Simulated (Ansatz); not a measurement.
**ReAgF6 (element-swapped structure): how the settings move a relaxation**

How sensitive is a relaxation of ReAgF6 (element-swapped structure) to its settings? A reference run comes first, then four runs with altered input.

Program: Ansatz 0.2.0. Level of theory: reference: DFT r2SCAN, plane waves, PAW, scalar-relativistic, no spin polarisation. These are calculated values, not measurements.

## 1. The system as given

It takes space group R-3 (No. 148, trigonal). The conventional cell has a = 7.130 Å, b = 7.130 Å, c = 7.391 Å, α = 90.00°, β = 90.00°, γ = 120.00°. Around F (site symmetry 1) lie 1 Re at 1.69 Å. Re (site symmetry -3) is surrounded by 6 F at 1.69 Å. Ag (site symmetry -3) has 12 F at 2.83 to 3.03 Å as nearest neighbours.

Structure file:

```
CELL_PARAMETERS angstrom
3.56509 2.05831 2.46358
-3.56509 2.05831 2.46358
0.00000 -4.11661 2.46359
ATOMIC_POSITIONS crystal
F 0.19260 0.92010 0.29050
F 0.29050 0.19260 0.92010
F 0.92010 0.29050 0.19260
F 0.80740 0.07990 0.70950
F 0.70950 0.80740 0.07990
F 0.07990 0.70950 0.80740
Re 0.00000 0.00000 0.00000
Ag 0.50000 0.50000 0.50000
```

## 2. The reference run

input.yaml

```yaml
crystal:
  lattice:
    - [3.56508764, 2.05830833, 2.46358269]
    - [-3.56508764, 2.05830833, 2.46358269]
    - [0.0, -4.11660679, 2.46358269]
  atoms:
    - { symbol: F, position: [0.1926, 0.9201, 0.2905] }
    - { symbol: F, position: [0.2905, 0.1926, 0.9201] }
    - { symbol: F, position: [0.9201, 0.2905, 0.1926] }
    - { symbol: F, position: [0.8074, 0.0799, 0.7095] }
    - { symbol: F, position: [0.7095, 0.8074, 0.0799] }
    - { symbol: F, position: [0.0799, 0.7095, 0.8074] }
    - { symbol: Re, position: [0.0, 0.0, 0.0] }
    - { symbol: Ag, position: [0.5, 0.5, 0.5] }
  symmetry: { tolerance: 0.0003 }
kpoints:
  mp_grid: { grid: [4, 4, 4], shift: [0, 0, 0] }
magnetization:
  spin_polarized: false
scf:
  occupations: { method: fermi_dirac }
hamiltonian:
  pseudopotentials: { kind: paw }
  xc: r2scan
basis:
  ecutwfc: 500
output:
  forces: true
  stress: true
  eigenvalues: true
  write_density: true
  write_potential: true
  elf: true
  volumetric_format: npy
relax:
  max_steps: 40
  cell: {}
```

On the command line:

```
$ ansatz run input.yaml --threads 1 --pin off --max-ram 2560MiB --backend cpu --events-out ev --progress --plain --runs-dir out
```

## 3. Changing settings: eigensolver.kind davidson, preconditioner none, basis.precision f64

Edit input.yaml of step 2 so:

```diff
@@ -21,2 +21,4 @@
   occupations: { method: fermi_dirac }
+  eigensolver: { kind: davidson }
+  mixing: { preconditioner: none }
 hamiltonian:
@@ -26,2 +28,3 @@
   ecutwfc: 500
+  precision: f64
 output:
@@ -30,6 +33,2 @@
   eigenvalues: true
-  write_density: true
-  write_potential: true
-  elf: true
-  volumetric_format: npy
 relax:
```

## 4. Changed: accuracy low

Edit input.yaml of step 2 so:

```diff
@@ -30,6 +30,2 @@
   eigenvalues: true
-  write_density: true
-  write_potential: true
-  elf: true
-  volumetric_format: npy
 relax:
@@ -37 +33,2 @@
   cell: {}
+accuracy: low
```

## 5. Variant: dispersion d3bjatm

Edit input.yaml of step 2 so:

```diff
@@ -24,2 +24,3 @@
   xc: r2scan
+  dispersion: d3bjatm
 basis:
@@ -30,6 +31,2 @@
   eigenvalues: true
-  write_density: true
-  write_potential: true
-  elf: true
-  volumetric_format: npy
 relax:
```

## 6. Changing settings: chi_scale 0.1

Edit input.yaml of step 2 so:

```diff
@@ -21,2 +21,3 @@
   occupations: { method: fermi_dirac }
+  initial_density: { chi_scale: 0.1 }
 hamiltonian:
@@ -30,6 +31,2 @@
   eigenvalues: true
-  write_density: true
-  write_potential: true
-  elf: true
-  volumetric_format: npy
 relax:
```

Q: Predict the outcome of this session. Wanted: for each run, ending; energy change; pressure; gap; force.

**Answer**, as computed:

| run | ending | energy change | pressure (GPa) | gap (eV) | force (eV/Å) | cycles | time |
| --- | --- | --- | --- | --- | --- | --- | --- |
| reference | converged | 0 | 0.0 | 0.00 | 0.00 | 81 | 61 s |
| 1: eigensolver.kind davidson, preconditioner none, basis.precision f64 | converged | 0.0 meV/atom | 0.0 | 0.00 | 0.00 | 73 | 60 s |
| 2: accuracy low | converged | 0.0 meV/atom | 0.0 | 0.00 | 0.00 | 81 | 49 s |
| 3: dispersion d3bjatm | converged | -52.9 meV/atom (offset of the dispersion model) | 0.0 | 0.00 | 0.00 | 83 | 62 s |
| 4: chi_scale 0.1 | converged | 0.0 meV/atom | 0.0 | 0.00 | 0.00 | 82 | 59 s |

Times don't compare one to one where runs were asked for different outputs or read a saved state (see the inputs); cycles may leave out searches for a lower state.

Of the converged runs whose energies compare with the reference's, none moves it noticeably. The reference leaves spin out although Re can carry a moment, so its state need not be the lowest.

The reference is no final answer either: its mesh is coarse for a cell with so small a gap or none.
